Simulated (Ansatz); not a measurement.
# BC5: from a guess to a relaxed structure

The task: take a trial cell of BC5 to zero force and stress.

Computed with Ansatz 0.2.0 (DFT PBE, scalar-relativistic, plane waves, PAW, unless a step's input says otherwise).

### 1 The system as given

The structure is hexagonal, space group P6/mmm (No. 191). Conventional cell: a = 4.694 Å, b = 4.694 Å, c = 3.922 Å, α = 90.00°, β = 90.00°, γ = 120.00°. B (site symmetry 6/mmm) has 18 C at 2.71 to 3.06 Å as nearest neighbours. C (site symmetry mmm) has 8 C at 2.35 to 2.38 Å as nearest neighbours. C (site symmetry -6m2) has 9 C at 2.38 to 2.71 Å and 3 B at 2.71 Å as nearest neighbours.

Coordinates:

```xyz
6
Lattice="4.6939 0.0000 0.0000 -2.3469 4.0650 0.0000 0.0000 0.0000 3.9222" Properties=species:S:1:pos:R:3 pbc="T T T"
B     0.0000    0.0000    0.0000
C     2.3469    0.0000    1.9611
C     1.1735    2.0325    1.9611
C    -1.1735    2.0325    1.9611
C     0.0000    2.7100    0.0000
C     2.3469    1.3550    0.0000
```

Recipe of the guess: species swapped into a database cell of TbRh5 (P6/mmm, No. 191), with B on the Tb sites and C on the Rh sites. Its size is a rough estimate.

### 2 A first look at the guess

The input, input.yaml:

```yaml
crystal:
  lattice:
    - [4.69388783, 0.0, 0.0]
    - [-2.34694392, 4.0650261, 0.0]
    - [0.0, 0.0, 3.92224126]
  atoms:
    - { symbol: B, position: [0.0, 0.0, 0.0] }
    - { symbol: C, position: [0.5, 0.0, 0.5] }
    - { symbol: C, position: [0.5, 0.5, 0.5] }
    - { symbol: C, position: [0.0, 0.5, 0.5] }
    - { symbol: C, position: [0.33333333, 0.66666667, 0.0] }
    - { symbol: C, position: [0.66666667, 0.33333333, 0.0] }
basis:
  ecutwfc: 420
kpoints:
  mp_grid: { grid: [6, 6, 4] }
hamiltonian:
  xc: pbe
scf:
  occupations: { method: gaussian, width: 0.1 }
  lower_state_search: "off"
output:
  forces: true
  stress: true
  eigenvalues: true
```

The run is started by

```sh
> ansatz run input.yaml --threads 1 --pin off --max-ram 2560MiB --backend cpu --events-out ev --progress --plain --runs-dir out
```

Further runs follow: spin check on a coarse mesh; rough relaxation on the coarse mesh; relaxation on the finer mesh.

**Question.** What will these runs give? Wanted: conventional cell; volume; energy over the elements; gap on the mesh.

The runs gave:

```
                              quantity                                                                       value
symmetry at the end (tolerance 0.05 Å)                                                space group P6/mmm (No. 191)
                     conventional cell  a = 3.045 Å, b = 3.045 Å, c = 8.332 Å, α = 90.00°, β = 90.00°, γ = 120.00°
                                volume                                                               11.15 Å³/atom
              energy over the elements                                                               +2.69 eV/atom
                       gap on the mesh                                                                none (metal)
```

The space group P6/mmm (No. 191) is kept, and the volume per atom shrinks by 10.6 % from the first guess. With a positive formation energy it can't be a ground state. No finished test with a distortion of lower symmetry is shown, so the end may be a saddle point. Layers here are held mostly by dispersion, which this level lacks, so their spacing and the stiffness across them are unreliable there. Other magnetic orders were not searched.
